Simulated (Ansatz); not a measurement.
# NaLaMnMoO6 in Ansatz: convergence with k mesh

Input of the first run (k mesh 2 × 2 × 2); the others differ in this setting and in those tied to it:

File input.yaml:

```yaml
crystal:
  lattice:
    - [4.72242, -2.73688, 0.00204]
    - [4.72242, 2.73688, 0.00204]
    - [-3.17796, 0.0, 4.47]
  atoms:
    - { symbol: Na, position: [0.25021, 0.25021, 0.74459] }
    - { symbol: La, position: [0.75117, 0.75117, 0.25707] }
    - { symbol: Mn, position: [0.49918, 0.49918, 0.49917], spin: 4.0 }
    - { symbol: Mo, position: [0.0011, 0.0011, 0.00114], spin: 1.0 }
    - { symbol: O, position: [0.28503, 0.78106, 0.2852] }
    - { symbol: O, position: [0.78106, 0.28503, 0.2852] }
    - { symbol: O, position: [0.25187, 0.25187, 0.18775] }
    - { symbol: O, position: [0.74777, 0.74777, 0.81124] }
    - { symbol: O, position: [0.21883, 0.71407, 0.71525] }
    - { symbol: O, position: [0.71407, 0.21883, 0.71525] }
hamiltonian:
  xc: pbe
  pseudopotentials: { kind: paw }
magnetization:
  spin_polarized: true
kpoints:
  mp_grid: { grid: [2, 2, 2] }
scf:
  occupations: { method: fermi_dirac, width: 0.05 }
output:
  forces: true
  stress: true
  eigenvalues: true
```

Potentials or basis: Ansatz PAW.

Command:

```console
$ ansatz run input.yaml --threads 8 --pin off --max-ram 20480MiB --backend cpu --events-out ev --progress --plain --runs-dir out
```

The cell was built by a generator and needn't be a form met in nature.

Hardware: 8 threads of Arm Neoverse V2, on a shared host.

Problem. The values tried are 2 × 2 × 2, 3 × 3 × 3, 4 × 4 × 4, 5 × 5 × 5, 6 × 6 × 6, 7 × 7 × 7, 8 × 8 × 8, 10 × 10 × 10, loosest first. From which on does the energy stay within 1 meV/atom of the tightest run that finished?

Solution. From 6 × 6 × 6 on.

```csv
k mesh,"energy less the tightest run, at zero smearing (meV/atom)",pressure (GPa),largest force (eV/Å),absolute moment (μB),SCF cycles,CPU time (s),peak memory (GiB)
2 × 2 × 2,-6.71,2.15,0.343,4.02,16,13,0.38
3 × 3 × 3,-5.55,-0.36,0.120,3.44,17,30,0.39
4 × 4 × 4,-1.11,-0.62,0.130,3.32,17,62,0.52
5 × 5 × 5,1.10,0.91,0.236,3.58,20,230,1.3
6 × 6 × 6,0.00,0.31,0.110,3.49,17,180,0.76
7 × 7 × 7,-0.44,0.39,0.083,3.52,17,260,1.1
8 × 8 × 8,-0.10,0.07,0.012,3.46,17,400,1.3
10 × 10 × 10,0.00,0.31,0.091,3.50,16,690,2.2
```

Not settled before the last step: the pressure (to 0.1 GPa), the largest force (to 0.005 eV/Å), the absolute moment (to 0.02 μB). Meshes of other sizes hit other points, so gaps and Fermi surfaces needn't settle smoothly. The tightest run that finished is the yardstick and may itself not be fully converged.

Caveat, for the tightest run too: the pressure holds a Pulay correction of +0.6 GPa for the finite cutoff; a cell with one magnetic atom can't hold antiferromagnetic order, which such compounds often take; semilocal functionals often make such compounds metallic where correlation or magnetic order opens a gap, which also shifts bond lengths; the starting moments weren't kept. Spin-orbit coupling is left out, which matters for the levels of La.
